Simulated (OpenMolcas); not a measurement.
**Multireference states of CuO⁺**

Aim: the low electronic states of CuO⁺, first without spin–orbit coupling and then as Ω levels, at one distance and along the bond.

Method: SA-CASSCF(14,9), XMS-CASPT2, RASSI; ANO-RCC-VTZP; program: OpenMolcas 26.06.

All values are calculated.

### Step 1. Input

C2 symmetry about the axis (a holds Σ, Δ, Γ; b holds Π, Φ, H; Σ⁺ and Σ⁻ are not told apart); roots by multiplicity and irrep: 3a 6, 1b 6, 3b 6, 1a 5, 5a 1.

Active shells: Cu 4s 3d, O 2p.

m.inp

```
&GATEWAY
Coord
2
angstrom
Cu 0.0 0.0 0.0
O 0.0 0.0 1.7670
Basis=ANO-RCC-VTZP
Group=XY
RX2C
AMFI
ANGMom
0.0 0.0 0.0
RICD
&SEWARD
&GUESSORB
&RASSCF
FileOrb=$CurrDir/o31.orb
Symmetry=1
Spin=3
nActEl=14 0 0
Inactive=7 4
RAS2=5 4
CIRoot=6 6 1
Linear
Iterations=120 100
OrbListing=Nothing
PRWF=0.15
>>COPY $Project.RasOrb $CurrDir/o31.orb
>>COPY $Project.rasscf.h5 $CurrDir/r31.h5
&CASPT2
XMultistate=all
Imaginary=0.2
IPEA=0.25
MaxIter=40
>>COPY $Project.JobMix JOB001
&RASSCF
FileOrb=$CurrDir/o12.orb
Symmetry=2
Spin=1
nActEl=14 0 0
Inactive=7 4
RAS2=5 4
CIRoot=6 6 1
Linear
Iterations=120 100
OrbListing=Nothing
PRWF=0.15
>>COPY $Project.RasOrb $CurrDir/o12.orb
>>COPY $Project.rasscf.h5 $CurrDir/r12.h5
&CASPT2
XMultistate=all
Imaginary=0.2
IPEA=0.25
MaxIter=40
>>COPY $Project.JobMix JOB002
&RASSCF
FileOrb=$CurrDir/o32.orb
Symmetry=2
Spin=3
nActEl=14 0 0
Inactive=7 4
RAS2=5 4
CIRoot=6 6 1
Linear
Iterations=120 100
OrbListing=Nothing
PRWF=0.15
>>COPY $Project.RasOrb $CurrDir/o32.orb
>>COPY $Project.rasscf.h5 $CurrDir/r32.h5
&CASPT2
XMultistate=all
Imaginary=0.2
IPEA=0.25
MaxIter=40
>>COPY $Project.JobMix JOB003
&RASSCF
FileOrb=$CurrDir/o11.orb
Symmetry=1
Spin=1
nActEl=14 0 0
Inactive=7 4
RAS2=5 4
CIRoot=5 5 1
Linear
Iterations=120 100
OrbListing=Nothing
PRWF=0.15
>>COPY $Project.RasOrb $CurrDir/o11.orb
>>COPY $Project.rasscf.h5 $CurrDir/r11.h5
&CASPT2
XMultistate=all
Imaginary=0.2
IPEA=0.25
MaxIter=40
>>COPY $Project.JobMix JOB004
&RASSCF
FileOrb=$CurrDir/o51.orb
Symmetry=1
Spin=5
nActEl=14 0 0
Inactive=7 4
RAS2=5 4
CIRoot=1 1 1
Linear
Iterations=120 100
OrbListing=Nothing
PRWF=0.15
>>COPY $Project.RasOrb $CurrDir/o51.orb
>>COPY $Project.rasscf.h5 $CurrDir/r51.h5
&CASPT2
XMultistate=all
Imaginary=0.2
IPEA=0.25
MaxIter=40
>>COPY $Project.JobMix JOB005
&RASSI
Nr of JobIphs=5 6 6 6 5 1
1 2 3 4 5 6
1 2 3 4 5 6
1 2 3 4 5 6
1 2 3 4 5
1
SpinOrbit
EJob
Omega
MEES
MESO
Properties=4
'AngMom' 3 'Mltpl  1' 1 'Mltpl  1' 2 'Mltpl  1' 3
Thrs=1.0d-4
>>COPY $Project.rassi.h5 $CurrDir/so.h5
```

Each module block was a call of its own in one work directory; start orbitals came from a preliminary run.

The run is started by

```bash
pymolcas m.inp
```

### Step 2. CASSCF and CASPT2, block by block

After this run come: From Λ–S states to Ω levels.

Before running it: what results should come out? Wanted: lowest spin-free state; next spin-free state; lowest level; next level; lowering by spin–orbit coupling.

**Answer**, as computed:

| quantity | value |
| --- | --- |
| lowest spin-free state | (1)3Σ |
| next spin-free state | (1)3Π, 1.033 eV |
| lowest level | Ω = 0, 100 % (1)3Σ |
| next level | Ω = 1, 9 cm⁻¹ |
| lowering by spin–orbit coupling | 46 cm⁻¹ |

**Reading.** At 1.767 Å the lowest computed level has Ω = 0 and is 100 % (1)3Σ. The levels that stem mainly from (1)3Σ spread over 9 cm⁻¹. Only the spin multiplicities and numbers of roots in the input were computed, so the list of states is not complete and the lowest one found need not be the ground state; labels number the states computed. For d and f metals this valence active space lacks a second d shell: the order of states is not reliable within half an eV or more, and the lowest computed state need not be the true ground state.
